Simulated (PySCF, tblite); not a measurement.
# C₄H₈BFO₂: a rotation path, then NMR shifts on frames

Aim: move C₄H₈BFO₂ (`C[C@@]1(CF)COBO1`) away from its starting geometry and see how NMR shifts follow the geometry.

The runs use tblite 0.8.0 and PySCF 2.14.0, with density-fitted response routines of our own; the level of theory stands in each step. All values are computed, except where a source is named. Atoms count from 0, in the outputs and in this text.

## 1. Starting geometry

16 atoms, charge 0, multiplicity 1; geometry from: GFN2-xTB.

Bonds of the start (Å): C0–C1 1.53, C1–C2 1.54, C2–F3 1.37, C1–C4 1.55, C4–O5 1.41, O5–B6 1.35, B6–O7 1.36, O7–C1 1.42, C0–H8 1.09, C0–H9 1.09, C0–H10 1.09, C2–H11 1.09, C2–H12 1.09, C4–H13 1.09, C4–H14 1.09, B6–H15 1.16.

## 2. The rotation path with GFN2-xTB

The job: settings as JSON, then the geometry in Å.

```
{"job": {"kind": "neb", "xc": "GFN2-xTB", "basis": "xTB", "atoms": [0, 1, 2, 3], "turn": 120}, "charge": 0, "multiplicity": 1}
C     -1.162166     1.101936     0.412681
C     -0.210975    -0.022034     0.010648
C     -0.743274    -0.767249    -1.221950
F     -0.764819     0.066575    -2.310475
C      1.246335     0.471987    -0.207995
O      2.023380    -0.244529     0.728634
B      1.207725    -1.055208     1.442072
O     -0.095722    -0.968423     1.065260
H     -1.288970     1.789354    -0.419822
H     -2.128175     0.683706     0.684580
H     -0.763493     1.637845     1.270483
H     -0.095973    -1.614482    -1.469488
H     -1.766763    -1.114113    -1.053584
H      1.348801     1.543349    -0.012700
H      1.608479     0.256879    -1.217481
H      1.578011    -1.756649     2.287726
```

Level: GFN2-xTB climbing-image nudged elastic band, gas phase.

Launch:

```bash
> OMP_NUM_THREADS=1 python probes_run.py task.json out
```

This one command runs all jobs of the session in turn.

The log of the run:

```text
image   E - E0 / eV
  0      -0.0000
  1       0.0170
  2       0.0562
  3       0.0972
  4       0.1215
  5       0.1216
  6       0.1016
  7       0.0766
  8       0.0630
```

Wall time 2.1 s (1 thread, shared host).

The final band, with the dihedral C0–C1–C2–F3:

```csv
image,dihedral (°),energy (eV),energy (kcal/mol)
0,65,0.000,0.0
1,79,0.017,0.4
2,92,0.056,1.3
3,106,0.097,2.2
4,119,0.121,2.8
5,133,0.122,2.8
6,146,0.102,2.3
7,159,0.077,1.8
8,170,0.063,1.5
```

## 3. Nuclear shieldings: image 0, PBE0/pcSseg-1

The job: settings as JSON, then the geometry in Å.

```
{"job": {"kind": "nmr", "xc": "PBE0", "basis": "pcSseg-1", "pop": false}, "charge": 0, "multiplicity": 1}
C     -1.162200     1.101900     0.412700
C     -0.211000    -0.022000     0.010600
C     -0.743300    -0.767200    -1.222000
F     -0.764800     0.066600    -2.310500
C      1.246300     0.472000    -0.208000
O      2.023400    -0.244500     0.728600
B      1.207700    -1.055200     1.442100
O     -0.095700    -0.968400     1.065300
H     -1.289000     1.789400    -0.419800
H     -2.128200     0.683700     0.684600
H     -0.763500     1.637800     1.270500
H     -0.096000    -1.614500    -1.469500
H     -1.766800    -1.114100    -1.053600
H      1.348800     1.543300    -0.012700
H      1.608500     0.256900    -1.217500
H      1.578000    -1.756600     2.287700
```

Method: GIAO PBE0/pcSseg-1 NMR shielding, non-relativistic, gas phase.

The log of the run:

```text
coarse grid: 13648 points
cycle   1  E = -431.7418621660  dE =  1.180e+00  |g| = 8.587e-01  |ddm| = 3.417e+00
cycle   2  E = -431.6141070685  dE =  1.278e-01  |g| = 1.229e+00  |ddm| = 1.319e+00
cycle   3  E = -431.8687390638  dE = -2.546e-01  |g| = 7.797e-02  |ddm| = 8.342e-01
cycle   4  E = -431.8697865462  dE = -1.047e-03  |g| = 3.452e-02  |ddm| = 7.504e-02
cycle   5  E = -431.8700456125  dE = -2.591e-04  |g| = 8.852e-03  |ddm| = 3.070e-02
cycle   6  E = -431.8700574042  dE = -1.179e-05  |g| = 4.052e-03  |ddm| = 7.554e-03
cycle   7  E = -431.8700602984  dE = -2.894e-06  |g| = 6.012e-04  |ddm| = 2.695e-03
final grid: 133040 points
cycle   8  E = -431.9464448692  dE = -5.250e-05  |g| = 1.300e-02  |ddm| = 3.371e-02
cycle   9  E = -431.9464127316  dE =  3.214e-05  |g| = 1.886e-02  |ddm| = 1.993e-02
cycle  10  E = -431.9464769127  dE = -6.418e-05  |g| = 1.104e-03  |ddm| = 1.176e-02
cycle  11  E = -431.9464771699  dE = -2.572e-07  |g| = 2.322e-04  |ddm| = 9.796e-04
cycle  12  E = -431.9464771804  dE = -1.050e-08  |g| = 7.545e-05  |ddm| = 2.133e-04
cycle  13  E = -431.9464771814  dE = -1.005e-09  |g| = 2.551e-05  |ddm| = 6.419e-05
cycle  14  E = -431.9464771815  dE = -9.197e-11  |g| = 8.023e-06  |ddm| = 2.612e-05
converged SCF energy = -431.9464771815

GIAO shielding tensors (ppm)
atom      isotropic    diamagn.    paramagn.     s11        s22        s33       span
  0 C      159.484     247.410     -87.926    137.871    156.569    184.011     46.140
  1 C      104.787     248.202    -143.415     73.956     89.900    150.506     76.550
  2 C       95.112     242.552    -147.440     68.935     80.442    135.959     67.024
  3 F      427.663     473.533     -45.871    406.297    412.004    464.687     58.389
  4 C      108.704     249.964    -141.260     80.773    101.097    144.242     63.469
  5 O      194.091     392.556    -198.464     51.186    249.600    281.488    230.302
  6 B       73.148     199.606    -126.458     63.691     71.860     83.894     20.203
  7 O      162.681     394.993    -232.312     47.470    209.021    231.551    184.081
  8 H       30.010      30.282      -0.272     26.070     28.534     35.426      9.357
  9 H       30.216      29.883       0.333     26.461     27.698     36.488     10.027
 10 H       30.388      30.572      -0.184     26.388     28.832     35.943      9.555
 11 H       27.234      29.929      -2.695     23.501     28.393     29.809      6.309
 12 H       27.097      29.363      -2.266     23.497     27.743     30.050      6.553
 13 H       27.606      31.421      -3.815     23.656     28.048     31.114      7.458
 14 H       27.141      31.076      -3.935     22.940     27.831     30.653      7.713
 15 H       27.807      30.051      -2.244     25.202     26.151     32.068      6.866
```

Run time: 25 s. Hardware: 1 thread, shared host.

The references, computed at this level on geometries of the same kind, shield at (ppm): 1H TMS 31.72, 13C TMS 186.9, 19F CFCl3 170.9, 17O H2O 336.1, 11B BF3·OEt2 100.1. Their shielding less the atom's gives the shift. The references are single molecules in the gas phase, so shifts against H2O, NH3, PH3, H3PO4 or CFCl3 are not on the usual liquid scales and can be off by tens of ppm. Each atom is listed at this fixed geometry, with no averaging over motion; a spectrum would average atoms that exchange fast.

```csv
atoms,environment,σ (ppm),δ (ppm)
C2,sp3 CH2 bonded to F,95.1,91.8
C1,fully substituted sp3 carbon bonded to O,104.8,82.1
C4,sp3 CH2 bonded to O,108.7,78.2
C0,methyl carbon,159.5,27.4
H12,hydrogen on an sp3 CH2 bonded to F,27.10,4.62
H14,hydrogen on an sp3 CH2 bonded to O,27.14,4.58
H11,hydrogen on an sp3 CH2 bonded to F,27.23,4.48
H13,hydrogen on an sp3 CH2 bonded to O,27.61,4.11
H15,"hydrogen on a boron bonded to 2 O, in a 5-membered ring",27.81,3.91
H8,hydrogen on a methyl carbon,30.01,1.71
H9,hydrogen on a methyl carbon,30.22,1.50
H10,hydrogen on a methyl carbon,30.39,1.33
F3,fluorine on an sp3 carbon,427.7,-256.7
O7,"oxygen bonded to C, B, in a 5-membered ring",162.7,173.4
O5,"oxygen bonded to C, B, in a 5-membered ring",194.1,142.0
B6,"boron bonded to 2 O, H, in a 5-membered ring",73.1,26.9
```

Ring of atoms C1, C4, O5, B6, O7: NICS(0) -5.7, NICS(1) -2.5, NICS(1)zz -4.4 ppm (means of both faces).

## 4. Shielding tensors: image 2, PBE0/pcSseg-1

The job: settings as JSON, then the geometry in Å.

```
{"job": {"kind": "nmr", "xc": "PBE0", "basis": "pcSseg-1", "pop": false}, "charge": 0, "multiplicity": 1}
C     -1.186000     1.061200     0.465000
C     -0.214700    -0.024400     0.008100
C     -0.761100    -0.759400    -1.232800
F     -0.311200    -0.189100    -2.396200
C      1.226500     0.514900    -0.223100
O      2.034100    -0.172100     0.708900
B      1.259300    -1.033100     1.406500
O     -0.051600    -0.985700     1.044900
H     -1.344700     1.779200    -0.335500
H     -2.137000     0.606000     0.734600
H     -0.792200     1.573900     1.339000
H     -0.426200    -1.801000    -1.227100
H     -1.852900    -0.716200    -1.269200
H      1.293400     1.589500    -0.031500
H      1.590900     0.306900    -1.232300
H      1.665900    -1.741500     2.229400
```

Level: GIAO PBE0/pcSseg-1 NMR shielding, non-relativistic, gas phase.

The log of the run:

```text
coarse grid: 13648 points
cycle   1  E = -431.7369919876  dE =  1.179e+00  |g| = 8.645e-01  |ddm| = 3.413e+00
cycle   2  E = -431.6040222879  dE =  1.330e-01  |g| = 1.245e+00  |ddm| = 1.330e+00
cycle   3  E = -431.8657617786  dE = -2.617e-01  |g| = 7.774e-02  |ddm| = 8.417e-01
cycle   4  E = -431.8668119024  dE = -1.050e-03  |g| = 3.414e-02  |ddm| = 7.485e-02
cycle   5  E = -431.8670712820  dE = -2.594e-04  |g| = 8.309e-03  |ddm| = 3.079e-02
cycle   6  E = -431.8670820606  dE = -1.078e-05  |g| = 3.810e-03  |ddm| = 7.143e-03
cycle   7  E = -431.8670846053  dE = -2.545e-06  |g| = 6.012e-04  |ddm| = 2.540e-03
final grid: 133040 points
cycle   8  E = -431.9426409824  dE = -5.087e-05  |g| = 1.257e-02  |ddm| = 3.193e-02
cycle   9  E = -431.9426110895  dE =  2.989e-05  |g| = 1.820e-02  |ddm| = 1.918e-02
cycle  10  E = -431.9426710891  dE = -6.000e-05  |g| = 1.122e-03  |ddm| = 1.138e-02
cycle  11  E = -431.9426713540  dE = -2.649e-07  |g| = 2.090e-04  |ddm| = 9.940e-04
cycle  12  E = -431.9426713625  dE = -8.429e-09  |g| = 7.503e-05  |ddm| = 2.081e-04
cycle  13  E = -431.9426713635  dE = -1.069e-09  |g| = 2.717e-05  |ddm| = 6.888e-05
cycle  14  E = -431.9426713636  dE = -1.132e-10  |g| = 9.799e-06  |ddm| = 2.622e-05
converged SCF energy = -431.9426713636

GIAO shielding tensors (ppm)
atom      isotropic    diamagn.    paramagn.     s11        s22        s33       span
  0 C      156.228     247.290     -91.062    134.159    152.544    181.982     47.823
  1 C      104.546     248.502    -143.956     74.154     91.864    147.620     73.467
  2 C       92.625     241.684    -149.059     64.889     81.319    131.667     66.778
  3 F      425.450     473.207     -47.757    388.848    400.419    487.084     98.237
  4 C      111.805     249.578    -137.773     79.290    103.113    153.014     73.724
  5 O      192.942     392.577    -199.635     51.489    249.455    277.881    226.392
  6 B       73.138     199.632    -126.494     63.509     72.767     83.137     19.629
  7 O      153.125     395.221    -242.096     35.804    198.097    225.473    189.669
  8 H       30.215      30.413      -0.198     26.675     28.065     35.905      9.231
  9 H       30.083      29.915       0.168     26.439     27.792     36.019      9.580
 10 H       30.339      30.482      -0.143     26.265     28.763     35.990      9.726
 11 H       27.072      29.503      -2.431     22.897     28.632     29.688      6.791
 12 H       26.965      29.358      -2.393     23.302     28.291     29.302      6.000
 13 H       27.736      31.383      -3.647     23.730     27.925     31.552      7.822
 14 H       26.776      30.928      -4.151     22.274     27.416     30.639      8.365
 15 H       27.813      30.086      -2.273     25.165     26.163     32.112      6.948
```

Wall time 25 s (1 thread, shared host).

In short: δ C2 94.3, C1 82.4, C4 75.1, C0 30.7, H14 4.94, H12 4.75 ppm.

[end of part 1 of 2]
